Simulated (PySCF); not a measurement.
# C4H8Te: the cost of one run

Computed with PySCF 2.14.0 and routines of our own; the level stands in each step. Atoms count from 0.

## 1. The system as given

13 atoms, charge 0, multiplicity 1; geometry from: GFN2-xTB.

## 2. Relaxing the molecule at PBE0-D3(BJ)/def2-SVP

The job: settings as JSON, then the geometry in Å.

```
{"job": {"xc": "PBE0", "basis": "def2-SVP", "d3": "d3bj", "grid": 1, "maxiter": 30, "shake": 0.01, "kind": "geom"}, "charge": 0, "multiplicity": 1}
C     -0.857500    -1.130380    -0.160090
C      0.226060    -0.064770    -0.317880
C     -0.376580     1.349420    -0.235610
C      1.278600    -0.243780     0.748750
Te     3.160820    -0.614070     0.464540
H     -1.631250    -0.968410    -0.943440
H     -1.352190    -1.007800     0.805490
H     -0.450690    -2.103010    -0.248790
H      0.701130    -0.178360    -1.276670
H     -0.830090     1.503760     0.751840
H     -1.112100     1.494650    -0.995260
H      0.432880     2.096750    -0.346540
H      0.816740    -0.150880     1.743340
```

Launch:

```sh
OMP_NUM_THREADS=1 python heavy_run.py task.json out
```

The driver reads the jobs from task.json and runs them one after another.

Q: Estimate the wall time and peak memory of this first job on 1 thread of Intel Xeon 6975P-C, shared host.

About 23 s, with a peak of 0.52 GiB.
